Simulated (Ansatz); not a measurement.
# CH5Cl2Ga: the cost of one run

Program: Ansatz 0.2.0. Level of theory: RKS r2SCAN/def2-SVP. These are calculated values, not measurements.

**1. Starting point**

Bond lengths: Ga1–C2 2.330 Å, C2–H3 1.110 Å, C2–H4 1.110 Å, C2–H5 1.110 Å, Ga1–Cl6 2.240 Å, Ga1–Cl7 2.240 Å. Angles: Ga1–C2–H3 109.5°, Ga1–C2–H4 109.5°, Ga1–C2–H5 109.5°, H3–C2–H4 109.4°, H3–C2–H5 109.4°, H4–C2–H5 109.4°, C2–Ga1–Cl6 120.0°, C2–Ga1–Cl7 120.0°, Cl6–Ga1–Cl7 120.0°.

Structure file:

```xyz
9

Ga    0.0000    0.0000    0.0000
C     0.0000    0.0000    2.3300
H    -0.9996   -0.3092    2.7005
H     0.7676   -0.7111    2.7005
H     0.2320    1.0203    2.7005
Cl    1.9398    0.0000   -1.1200
Cl   -1.9398    0.0000   -1.1200
H    -0.2395   -1.7584    0.5897
H    -0.1908   -1.4007    1.5733
```

**2. Pulling towards end A**

Springs on the bonds that form and break draw the guess towards this end; the thresholds are loose.

input.yaml reads:

```yaml
crystal:
  periodic: [false, false, false]
  atoms:
    - { symbol: Ga, position_ang: [0.0, 0.0, 0.0] }
    - { symbol: C, position_ang: [0.0, 0.0, 2.33] }
    - { symbol: H, position_ang: [-0.9996, -0.3092, 2.7005] }
    - { symbol: H, position_ang: [0.7676, -0.7111, 2.7005] }
    - { symbol: H, position_ang: [0.232, 1.0203, 2.7005] }
    - { symbol: Cl, position_ang: [1.9398, 0.0, -1.12] }
    - { symbol: Cl, position_ang: [-1.9398, 0.0, -1.12] }
    - { symbol: H, position_ang: [-0.2395, -1.7584, 0.5897] }
    - { symbol: H, position_ang: [-0.1908, -1.4007, 1.5733] }
basis:
  gaussian: { orbitals: def2-SVP }
hamiltonian:
  xc: r2scan
relax:
  f_tol: 0.15
  max_steps: 25
  restrain:
    - { distance: [0, 7], at: 2.77, k: 30.0 }
    - { distance: [8, 1], at: 2.31, k: 30.0 }
    - { distance: [0, 1], at: 1.98, k: 30.0 }
    - { distance: [8, 7], at: 0.66, k: 30.0 }
```

Run with:

```sh
$ ansatz run input.yaml --threads 4 --pin off --max-ram 5120MiB --backend cpu --events-out ev --progress --plain --runs-dir out
```

What time and memory should one allow on 4 threads of Arm Neoverse V1, shared host?

About 18 s, with a peak of 0.19 GiB.
